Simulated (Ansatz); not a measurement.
# Al8In4N9: the cost of one run

Program: Ansatz 0.2.0. Level of theory: DFT PBE, scalar-relativistic, plane waves, PAW. These are calculated values, not measurements.

## (1) The system as given

The structure is orthorhombic, space group Cmc2_1 (No. 36). Conventional cell: a = 9.834 Å, b = 5.655 Å, c = 5.249 Å, α = 90.00°, β = 90.00°, γ = 90.00°. Al (site symmetry 1) has 4 N at 1.90 to 1.92 Å as nearest neighbours. In (site symmetry m) has 4 N at 2.18 to 2.20 Å as nearest neighbours. N (site symmetry 1) is surrounded by 3 Al at 1.90 to 1.92 Å and 1 In at 2.18 Å. N (site symmetry m) has 2 Al at 1.91 Å and 2 In at 2.19 to 2.20 Å as nearest neighbours.

Structure file:

```
CELL_PARAMETERS angstrom
4.91700 -2.82772 0.00000
4.91700 2.82772 0.00000
0.00000 0.00000 5.24941
ATOMIC_POSITIONS crystal
Al 0.00843 0.33487 0.99174
Al 0.66513 0.99157 0.99174
Al 0.99157 0.66513 0.49174
Al 0.33487 0.00843 0.49174
In 0.32208 0.67792 0.98700
In 0.67792 0.32208 0.48700
N 0.03669 0.33362 0.35573
N 0.66638 0.96331 0.35573
N 0.96331 0.66638 0.85573
N 0.33362 0.03669 0.85573
N 0.29832 0.70168 0.40606
N 0.70168 0.29832 0.90606
```

It goes back to an entry of the Materials Project, which need not be the stable form.

It is the result of an earlier relaxation at this level (volume 12.16 Å³/atom; gap on the mesh: 2.16 eV).

Reference energy of this cell: -15660.1195 eV (12 atoms, 6×6×6 mesh, zero smearing).

## (2) Cell: 3 of 12 N atoms taken out at random

From a supercell with 12 N sites, 3 are emptied at random; the cell stays neutral and all atoms are shaken by 0.02 Å.

The cell holds 8 Al, 4 In, 9 N: a = 5.655 Å, b = 7.728 Å, c = 7.728 Å, α = 79.02°, β = 68.54°, γ = 68.54°.

## (3) Relaxing on a coarse mesh

Cell and atoms move without symmetry, on a coarse mesh with loose thresholds.

input.yaml reads:

```yaml
crystal:
  lattice:
    - [0.0, 5.6554497185, 0.0]
    - [4.9170038263, 2.8277248592, -5.2494067909]
    - [-4.9170038263, 2.8277248592, -5.2494067909]
  atoms:
    - { symbol: Al, position: [0.1569953641, 0.1748035373, 0.8367131426] }
    - { symbol: Al, position: [0.6560851801, 0.6805306649, 0.3350934851] }
    - { symbol: Al, position: [0.1580833538, 0.8305089948, 0.1770913153] }
    - { symbol: Al, position: [0.6551363465, 0.3328120783, 0.6778470415] }
    - { symbol: Al, position: [0.5759719819, 0.0818783492, 0.4299653908] }
    - { symbol: Al, position: [0.0808146144, 0.5817329504, 0.9297225865] }
    - { symbol: Al, position: [0.5849983485, 0.4315170364, 0.0813360794] }
    - { symbol: Al, position: [0.0856658649, 0.9236863235, 0.582677234] }
    - { symbol: In, position: [0.1724807481, 0.5029162002, 0.5109188395] }
    - { symbol: In, position: [0.6746106673, 0.0066622311, 0.0031470573] }
    - { symbol: In, position: [0.5718369685, 0.7572208143, 0.7540152015] }
    - { symbol: In, position: [0.0717836436, 0.2534916805, 0.2563075066] }
    - { symbol: "N", position: [0.8298695898, 0.5040086771, 0.1386999709] }
    - { symbol: "N", position: [0.3271666018, 0.0094685646, 0.637324622] }
    - { symbol: "N", position: [0.7836144542, 0.8856130576, 0.2579987715] }
    - { symbol: "N", position: [0.2830336917, 0.3853537379, 0.7539803558] }
    - { symbol: "N", position: [0.7796976372, 0.2568967863, 0.8883387767] }
    - { symbol: "N", position: [0.2782309826, 0.7590607447, 0.3831610692] }
    - { symbol: "N", position: [0.911971736, 0.7934663556, 0.7999810175] }
    - { symbol: "N", position: [0.4043367785, 0.2981923163, 0.2915656782] }
    - { symbol: "N", position: [0.7531586937, 0.5458460028, 0.5453084885] }
  symmetry: { detect: false }
basis:
  ecutwfc: 420
kpoints:
  mp_grid: { grid: [3, 2, 2], shift: [0.0, 0.5, 0.5] }
hamiltonian:
  xc: pbe
scf:
  occupations: { method: gaussian, width: 0.1 }
  lower_state_search: "off"
output:
  forces: true
  stress: true
  eigenvalues: true
relax:
  adjacent_minimum: "off"
  f_tol: 0.04
  max_steps: 50
  cell: { stress_tol: 0.3 }
```

Launch:

```sh
$ ansatz run input.yaml --threads 4 --pin off --max-ram 9216MiB --backend cpu --events-out ev --progress --plain --runs-dir out
```

**Question.** How long does this run take on 4 threads of Arm Neoverse V2, shared host, and how much memory does it need?

About 49 s, with a peak of 0.8 GiB.
